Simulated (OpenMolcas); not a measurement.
# Ti²⁺ among point charges: CASSCF levels and susceptibility

Aim: the splitting of the states of Ti²⁺ in the field of 6 point charges, its lowest levels with spin-orbit coupling and its magnetic susceptibility.

Program: OpenMolcas 26.06. Level of theory: state-averaged CASSCF, spin-orbit coupling by RASSI with atomic mean-field integrals. These are calculated values, not measurements, unless marked.

1 further run of the same task is left out (it didn't finish).

### Step 1. The system

- Species: Ti²⁺ (titanium, Z = 22, 20 electrons)
- Basis: ANO-RCC-VDZP [5s4p2d1f], 34 functions
- Scalar Hamiltonian: DKH2, point nucleus
- Inactive shells: 1s 2s 2p 3s 3p
- Active space: 2 electrons in 5 orbitals (3d)
- Some configurations of this space: 3d2
- Orbitals: optimised for each spin and parity, averaged over all roots

Outer shells as boxes (Hund's rule):

3d2
```
3d [↑ ][↑ ][  ][  ][  ]
```

The ion sits among 6 point charges of -2 e arranged as a trigonal antiprism (D3d), 2.06 Å from the ion, with a polar angle of 65.1° against the regular 54.74°. The active orbitals were held to one l.

The work runs as a chain of OpenMolcas steps in one folder; each step below is one input file. Labels, J, g values, rates, χT and fits are worked out afterwards by a script from the matrices that RASSI stores. The input lists half of the charges; inversion (Group=XYZ) makes the rest.

### Step 2. Basis and integrals

a.inp reads:

```
&GATEWAY
Coord
1

Ti 0.0 0.0 0.0
Basis=ANO-RCC-VDZP
Group=XYZ
NoMove
AngMom=0.0 0.0 0.0
AMFI
XField
3 Angstrom 0
0.000000 1.869046 0.866180 -2.000000
1.618641 -0.934523 0.866180 -2.000000
1.618641 0.934523 -0.866180 -2.000000
&SEWARD
```

The run is started by

```sh
> OMP_NUM_THREADS=1 MOLCAS_MEM=1689 MOLCAS_PROJECT=a pymolcas a.inp > a.log
```

### Step 3. Reference wave functions, triplets of even parity, 10 roots

a.inp reads:

```
&RASSCF
FileOrb=start.orb
Symmetry=1
Spin=3
nActEl=2 0 0
Inactive=3 6
Ras2=5 0
CIRoot=10 10 1
SDav=10
CIMx=300
Iter=120 100
PrWF=0.3
OrbListing=Nothing
MaxOrb=0
SupSym
1
10 4 5 6 7 8 11 12 13 14 15
0
>>> COPY $Project.JobIph JOB001
```

start.orb holds the contracted functions of the basis, ordered by shell, or the orbitals of the step before.

### Step 4. CASSCF: singlets of even parity, 15 roots

a.inp reads:

```
&RASSCF
FileOrb=start.orb
Symmetry=1
Spin=1
nActEl=2 0 0
Inactive=3 6
Ras2=5 0
CIRoot=15 15 1
SDav=15
CIMx=300
Iter=120 100
PrWF=0.3
OrbListing=Nothing
MaxOrb=0
SupSym
1
10 4 5 6 7 8 11 12 13 14 15
0
>>> COPY $Project.JobIph JOB002
```

### Step 5. State interaction with spin-orbit coupling

a.inp reads:

```
&RASSI
NrOfJobIphs=2 10 15
1 2 3 4 5 6 7 8 9 10
1 2 3 4 5 6 7 8 9 10 11 12 13 14 15
IphNames
JOB001
JOB002
EJob
SpinOrbit
DIPRint=1.0
SOCoupling=1000.0
Subsets=2
Property=9
'ANGMOM' 1 'ANGMOM' 2 'ANGMOM' 3 'MLTPL  1' 1 'MLTPL  1' 2 'MLTPL  1' 3
'AMFI' 1 'AMFI' 2 'AMFI' 3
SOProperty=3
'ANGMOM' 1 'ANGMOM' 2 'ANGMOM' 3
```

Q: Predict the outcome of this session. Wanted: spin-free ground state; first state of the same spin within the active space; lowest level; next level.

The runs gave:

| quantity | value |
| --- | --- |
| method | CASSCF |
| spin-free ground state | 3E, 2-fold in its orbital part |
| first state of the same spin within the active space | 3A2 at 1140 cm⁻¹ |
| lowest level | 1-fold A1 |
| next level | 16.5 cm⁻¹ |
| χT at 300 K | 1.06 cm³ K/mol |
| effective moment at 300 K | 2.91 μB |

The spin-free ground state (3E) comes to 77 % from free-ion F terms and keeps the highest spin of the shell. χT at 300 K is 1.06, against 1.00 cm³ K/mol for the spin alone; near agreement at one temperature doesn't show that the orbital moment is quenched. The field of point charges can differ much from that of real complexes. Point charges carry no covalency, so the field is a model and not that of real ligands.
